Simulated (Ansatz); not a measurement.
Working through a single point in a Gaussian basis of C2H6BNO2, SMILES N=COCBO

With the Ansatz DFT code, driven from Python.

Run as a notebook:

In [1]:
```python
import ansatz
```

In [2]:
```python
SETTINGS = {
    "basis": "def2-SVP",
    "functional": "PBE0",
}

geometry = (
    ansatz.Crystal.molecule()
    .atom("N", [-1.8401, 0.9073, 1.3697])
    .atom("C", [-0.933, 0.1974, 1.7923])
    .atom("O", [0.0584, -0.235, 0.9291])
    .atom("C", [0.2241, 0.1174, -0.4413])
    .atom("B", [1.4357, -0.5645, -1.1128])
    .atom("O", [1.719, -0.332, -2.5132])
    .atom("H", [-2.6196, 1.2758, 2.0041])
    .atom("H", [-0.8724, -0.0825, 2.8265])
    .atom("H", [0.2207, 1.2266, -0.5089])
    .atom("H", [-0.754, -0.2664, -0.936])
    .atom("H", [2.158, -1.2121, -0.4193])
    .atom("H", [1.2803, -1.0873, -2.956])
)
```

In [3]:
```python
job = geometry.calculation().basis(gaussian=SETTINGS["basis"]).functional(SETTINGS["functional"])
print(job.to_yaml())
res = job.run(threads=1, backend="cpu")
rep = res.report
```
```text
crystal:
  periodic: [false, false, false]
  atoms:
    - { symbol: "N", position_ang: [-1.8401, 0.9073, 1.3697] }
    - { symbol: C, position_ang: [-0.933, 0.1974, 1.7923] }
    - { symbol: O, position_ang: [0.0584, -0.235, 0.9291] }
    - { symbol: C, position_ang: [0.2241, 0.1174, -0.4413] }
    - { symbol: B, position_ang: [1.4357, -0.5645, -1.1128] }
    - { symbol: O, position_ang: [1.719, -0.332, -2.5132] }
    - { symbol: H, position_ang: [-2.6196, 1.2758, 2.0041] }
    - { symbol: H, position_ang: [-0.8724, -0.0825, 2.8265] }
    - { symbol: H, position_ang: [0.2207, 1.2266, -0.5089] }
    - { symbol: H, position_ang: [-0.754, -0.2664, -0.936] }
    - { symbol: H, position_ang: [2.158, -1.2121, -0.4193] }
    - { symbol: H, position_ang: [1.2803, -1.0873, -2.956] }
basis:
  gaussian:
    orbitals: def2-SVP
hamiltonian:
  xc: pbe0
```

In [4]:
```python
rep["n_occupied"], rep["n_virtual"]
```
Out [4]:
```text
([23, 23], [91, 91])
```

In [5]:
```python
rep["converged"], rep["free_energy_ev"]
```
Out [5]:
```text
(True, -8415.485293139433)
```

In [6]:
```python
rep["free_energy_ev"]
```
Out [6]:
```text
-8415.485293139433
```

In [7]:
```python
print(f"E = {rep['free_energy_ev']:.6f} eV = {rep['free_energy_ev'] / 27.211386246:.7f} Ha")
print("converged:", rep["converged"], " doubts:", rep["published_state_doubts"] or "none")
```
```text
E = -8415.485293 eV = -309.2633803 Ha
converged: True  doubts: none
```

In [8]:
```python
state = rep["mean_field"]["state"]
print(f"mean field: {state['energy']['hartree']:.7f} Ha, <S^2> = {abs(state['spin_squared']):.4f}, stability: {state.get('stability', {}).get('kind')}")
```
```text
mean field: -309.2633803 Ha, <S^2> = 0.0000, stability: minimum
```

Reading the output:
- Total energies depend on the basis set; only differences at equal settings carry meaning.
- The geometry is a force-field or estimated start, not a minimum of this method, and the basis set is short of its limit.
- The whole script took 4.6 s on 1 thread of Arm Neoverse V1, with other jobs on the host, peak memory 0.26 GiB.
